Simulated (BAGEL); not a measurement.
# GeH3O2 (SMILES [O][GeH2][OH]) at UHF/STO-3G (density fitting with qzvpp-jkfit)

What is the energy change on altering one bond length of GeH3O2 at UHF/STO-3G (density fitting with qzvpp-jkfit)? 

Program for the calculation: BAGEL 1.2.2.

7 further runs of the same task are left out: 5 that didn't finish, 2 set aside as unsound or not needed. Runs told in other sessions of the task aren't counted.

### Step 1. The molecule

GeH3O2 has 6 atoms, charge 0, and is taken as a doublet. As SMILES, `[O][GeH2][OH]`. Geometry: relaxed at PBE0-D4/def2-TZVP. This is one conformer, not always the lowest.

Bond lengths: O1–Ge2 1.790 Å, Ge2–O3 1.768 Å, Ge2–H4 1.539 Å, Ge2–H5 1.528 Å, O3–H6 0.960 Å. Angles: O1–Ge2–O3 111.6°, O1–Ge2–H4 102.2°, O1–Ge2–H5 109.7°, O3–Ge2–H4 112.1°, O3–Ge2–H5 104.9°, Ge2–O3–H6 113.3°, H4–Ge2–H5 116.5°.

### Step 2. A single-point energy at UHF/STO-3G (density fitting with qzvpp-jkfit)

Input file input.json:

```json
{ "bagel" : [

{
  "title" : "molecule",
  "basis" : "sto-3g",
  "df_basis" : "qzvpp-jkfit",
  "angstrom" : true,
  "geometry" : [
    { "atom" : "O", "xyz" : [      -1.694000,      -0.455900,       0.556900 ] },
    { "atom" : "Ge", "xyz" : [      -0.249900,       0.168600,      -0.295800 ] },
    { "atom" : "O", "xyz" : [       1.186300,       0.124100,       0.735000 ] },
    { "atom" : "H", "xyz" : [      -0.134800,      -0.795800,      -1.489800 ] },
    { "atom" : "H", "xyz" : [      -0.447300,       1.647000,      -0.628900 ] },
    { "atom" : "H", "xyz" : [       1.381600,      -0.751900,       1.076400 ] }
  ]
},

{ "title" : "uhf", "nopen" : 1 },

{ "title" : "print", "file" : "orbitals.molden", "orbitals" : true }

]}
```

On the command line:

```
$ BAGEL_NUM_THREADS=1 BAGEL input.json > input.out
```

The program printed:

```text
* using 1 threads per process

  ===============================================================
  ===============================================================

  *** Geometry ***

  { "atom" : "O", "xyz" : [     -3.201196,     -0.861526,      1.052388 ] },
  { "atom" : "Ge", "xyz" : [     -0.472243,      0.318608,     -0.558981 ] },
  { "atom" : "O", "xyz" : [      2.241782,      0.234515,      1.388949 ] },
  { "atom" : "H", "xyz" : [     -0.254735,     -1.503844,     -2.815314 ] },
  { "atom" : "H", "xyz" : [     -0.845274,      3.112379,     -1.188449 ] },
  { "atom" : "H", "xyz" : [      2.610846,     -1.420885,      2.034101 ] },

  Number of auxiliary basis functions:      474

  Since a DF basis is specified, we compute 2- and 3-index integrals:
    o Being stored without compression. Storage requirement is 0.004 GB

  Number of basis functions:       31
  Number of electrons      :       51

    * METHOD: MOLECULE                             0.13

  *** Open-shell HF ***

  === Nuclear Repulsion ===
   205.8280250557

      * DIIS with orbital gradients will be used.

  === UHF iteration (sto-3g) ===
      0      -2200.91554977          0.04518967           0.04
      1      -2201.13333821          0.01776694           0.04
      2      -2201.17163235          0.00412952           0.04
      3      -2201.17422056          0.00137239           0.04
      4      -2201.17484125          0.00051700           0.04
      5      -2201.17498208          0.00040120           0.04
      6      -2201.17515027          0.00016571           0.04
      7      -2201.17516346          0.00005812           0.04
      8      -2201.17517056          0.00002086           0.04
      9      -2201.17517311          0.00001852           0.04
     10      -2201.17517465          0.00001751           0.04
     11      -2201.17517519          0.00001709           0.04
     12      -2201.17517543          0.00001686           0.04
     13      -2201.17517630          0.00001585           0.04
     14      -2201.17517877          0.00001142           0.04
     15      -2201.17518064          0.00000747           0.04
     16      -2201.17518237          0.00000452           0.04
     17      -2201.17518287          0.00000264           0.04
     18      -2201.17518295          0.00000053           0.04
     19      -2201.17518296          0.00000034           0.04
     20      -2201.17518297          0.00000017           0.04
     21      -2201.17518297          0.00000009           0.04
     22      -2201.17518297          0.00000006           0.04
     23      -2201.17518297          0.00000005           0.04
     24      -2201.17518297          0.00000005           0.04
     25      -2201.17518297          0.00000004           0.04
     26      -2201.17518297          0.00000002           0.04
     27      -2201.17518297          0.00000001           0.04
     28      -2201.17518297          0.00000001           0.04
    * SCF iteration converged.

    * S^2 (UHF) is 0.7572

    * Permanent dipole moment:
           (   -0.126506,     0.227315,     0.388459) a.u.

    * METHOD: UHF                                  1.13

    * METHOD: PRINT                                0.00

  ===============================================================
```

Run time: 1.4 s. Hardware: 1 thread of Arm Neoverse V2, shared host.

### Step 3. The distorted shape

Input file hf.json:

```json
{ "bagel" : [

{
  "title" : "molecule",
  "basis" : "sto-3g",
  "df_basis" : "qzvpp-jkfit",
  "angstrom" : true,
  "geometry" : [
    { "atom" : "O", "xyz" : [   -3.417476,   -0.402499,   -0.680086 ] },
    { "atom" : "Ge", "xyz" : [   -1.973376,    0.222001,   -1.532786 ] },
    { "atom" : "O", "xyz" : [    1.186300,    0.124100,    0.735000 ] },
    { "atom" : "H", "xyz" : [   -1.858276,   -0.742399,   -2.726786 ] },
    { "atom" : "H", "xyz" : [   -2.170776,    1.700401,   -1.865886 ] },
    { "atom" : "H", "xyz" : [    1.381600,   -0.751900,    1.076400 ] }
  ]
},
{ "title" : "uhf", "nopen" : 1 },
{ "title" : "print", "file" : "orbitals.molden", "orbitals" : true }

]}
```

On the command line:

```
$ BAGEL_NUM_THREADS=1 BAGEL hf.json > hf.out
```

The program printed:

```text
* using 1 threads per process

  ===============================================================
  ===============================================================

  *** Geometry ***

  { "atom" : "O", "xyz" : [     -6.458094,     -0.760613,     -1.285176 ] },
  { "atom" : "Ge", "xyz" : [     -3.729140,      0.419521,     -2.896546 ] },
  { "atom" : "O", "xyz" : [      2.241782,      0.234515,      1.388949 ] },
  { "atom" : "H", "xyz" : [     -3.511633,     -1.402931,     -5.152879 ] },
  { "atom" : "H", "xyz" : [     -4.102172,      3.213292,     -3.526014 ] },
  { "atom" : "H", "xyz" : [      2.610846,     -1.420885,      2.034101 ] },

  Number of auxiliary basis functions:      474

  Since a DF basis is specified, we compute 2- and 3-index integrals:
    o Being stored without compression. Storage requirement is 0.004 GB

  Number of basis functions:       31
  Number of electrons      :       51

    * METHOD: MOLECULE                             0.13

  *** Open-shell HF ***

  === Nuclear Repulsion ===
   154.1479625341

      * DIIS with orbital gradients will be used.

  === UHF iteration (sto-3g) ===
      0      -2200.41137023          0.05288904           0.04
      1      -2196.31630501          0.10239716           0.04
      2      -2195.42466468          0.13109971           0.04
      3      -2200.17757858          0.07312163           0.04
      4      -2200.57861546          0.03455649           0.04
      5      -2200.62529440          0.02733521           0.04
      6      -2200.65703302          0.01999829           0.04
      7      -2200.34266112          0.05308140           0.04
      8      -2200.49923236          0.04480343           0.04
      9      -2200.53186272          0.04510251           0.04
     10      -2200.51169274          0.04685752           0.04
     11      -2200.79013356          0.03673658           0.04
     12      -2201.00576760          0.02226400           0.04
     13      -2201.03930186          0.01089752           0.04
     14      -2201.05122006          0.00556973           0.04
     15      -2201.05468221          0.00354889           0.04
     16      -2201.05690678          0.00061895           0.04
     17      -2201.05718057          0.00028203           0.04
     18      -2201.05727194          0.00009185           0.04
     19      -2201.05727652          0.00006688           0.04
     20      -2201.05727913          0.00006204           0.04
     21      -2201.05728260          0.00005803           0.04
     22      -2201.05729148          0.00004711           0.04
     23      -2201.05730000          0.00003561           0.04
     24      -2201.05730574          0.00002487           0.04
     25      -2201.05730824          0.00001179           0.04
     26      -2201.05730859          0.00000505           0.04
     27      -2201.05730871          0.00000272           0.04
     28      -2201.05730875          0.00000149           0.04
     29      -2201.05730876          0.00000118           0.04
     30      -2201.05730876          0.00000110           0.04
     31      -2201.05730876          0.00000103           0.04
     32      -2201.05730876          0.00000102           0.04
     33      -2201.05730876          0.00000102           0.04
     34      -2201.05730876          0.00000102           0.04
     35      -2201.05730876          0.00000102           0.04
     36      -2201.05730876          0.00000102           0.04
     37      -2201.05730876          0.00000102           0.04
     38      -2201.05730876          0.00000102           0.04
     39      -2201.05730876          0.00000102           0.04
     40      -2201.05730875          0.00000102           0.04
     41      -2201.05730875          0.00000102           0.04
     42      -2201.05730874          0.00000102           0.04
     43      -2201.05730874          0.00000102           0.04
     44      -2201.05730873          0.00000101           0.04
     45      -2201.05730872          0.00000101           0.04
     46      -2201.05730868          0.00000100           0.04
     47      -2201.05730859          0.00000097           0.04
     48      -2201.05730843          0.00000091           0.04
     49      -2201.05730810          0.00000077           0.04
     50      -2201.05730788          0.00000068           0.04
     51      -2201.05730779          0.00000054           0.04
     52      -2201.05730765          0.00000080           0.04
     53      -2201.05730765          0.00000051           0.04
     54      -2201.05730765          0.00000037           0.04
     55      -2201.05730764          0.00000030           0.04
     56      -2201.05730764          0.00000028           0.04
     57      -2201.05730764          0.00000011           0.04
     58      -2201.05730764          0.00000007           0.04
     59      -2201.05730765          0.00000006           0.04
     60      -2201.05730765          0.00000006           0.04
     61      -2201.05730765          0.00000005           0.04
     62      -2201.05730764          0.00000004           0.04
     63      -2201.05730764          0.00000003           0.04
     64      -2201.05730764          0.00000002           0.04
     65      -2201.05730764          0.00000001           0.04
    * SCF iteration converged.

    * S^2 (UHF) is 1.7597

    * Permanent dipole moment:
           (   -0.570412,     0.239589,    -0.004327) a.u.

    * METHOD: UHF                                  2.53

    * METHOD: PRINT                                0.00

  ===============================================================
```

It took 2.8 s on 1 thread of Arm Neoverse V2, shared host.

### Step 4. Summary of results

Level: UHF/STO-3G (density fitting with qzvpp-jkfit).

```
                                                          quantity           value
                                         first shape: total energy  -2201.17518 Eh
                                        first shape: dipole moment          1.19 D
                                                 first shape: ⟨S²⟩           0.757
                                     distorted shape: total energy  -2201.05731 Eh
                                    distorted shape: dipole moment          1.57 D
                                             distorted shape: ⟨S²⟩           1.760
energy change with the Ge2–O3 bond stretched from 1.768 to 3.891 Å        3.208 eV
```

In words: With the Ge2–O3 bond stretched from 1.768 to 3.891 Å the energy rises by 3.21 eV (74 kcal/mol). The first shape isn't relaxed at this level, so the change isn't measured from a minimum. The minimal basis adds a large error of its own. ⟨S²⟩ (distorted shape) is 1.76 where a pure doublet has 0.75: the reference is spin-contaminated.
